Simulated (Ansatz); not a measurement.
# NbTe2: the cost of one run

Method: DFT LDA without U, plane waves, PAW, in Ansatz 0.2.0.

### Step 1. The structure to begin with

The structure is cubic, space group Fm-3m (No. 225). Conventional cell: a = 6.831 Å, b = 6.831 Å, c = 6.831 Å, α = 90.00°, β = 90.00°, γ = 90.00°. Nb (site symmetry m-3m) has 8 Te at 2.96 Å as nearest neighbours. Around Te (site symmetry -43m) lie 4 Nb at 2.96 Å.

Structure file:

```xyz
3
Lattice="0.0000 3.4154 3.4154 3.4154 0.0000 3.4154 3.4154 3.4154 0.0000" Properties=species:S:1:pos:R:3 pbc="T T T"
Nb    0.0000    0.0000    0.0000
Te    1.7077    1.7077    1.7077
Te    5.1231    5.1231    5.1231
```

An earlier series on this cell reached its lowest free state from «ferromagnetic start, free, symmetry kept, no search», perhaps among other starts.

### Step 2. Total moment locked at zero, no site moments, 0.00 μB per cell

input.yaml reads:

```yaml
crystal:
  lattice:
    - [0.0, 3.41538461, 3.41538461]
    - [3.41538461, 0.0, 3.41538461]
    - [3.41538461, 3.41538461, 0.0]
  atoms:
    - { symbol: Nb, position: [0.0, 0.0, 0.0] }
    - { symbol: Te, position: [0.25, 0.25, 0.25] }
    - { symbol: Te, position: [0.75, 0.75, 0.75] }
basis:
  ecutwfc: 420
  ecutrho_ratio: 4
kpoints:
  mp_grid: { grid: [5, 5, 5] }
hamiltonian:
  xc: lda
scf:
  occupations: { method: gaussian, width: 0.05 }
  lower_state_search: "off"
  max_iter: 150
output:
  forces: true
  stress: true
  eigenvalues: true
  populations: true
  hubbard: { sites: [{ site: 0, l: d }] }
magnetization:
  spin_polarized: true
  initial_magnetization: 0.0
  spin_locking: { lock_magnetization: hard }
```

The lock stays on to the end, so the result is a constrained state.

Launch:

```
$ ansatz run input.yaml --threads 2 --pin off --max-ram 3072MiB --backend cpu --events-out ev --progress --plain --runs-dir out
```

Q: Estimate wall time and peak memory on 2 threads of Arm Neoverse N1, shared host.

About 2.4 s, with a peak of 0.34 GiB.
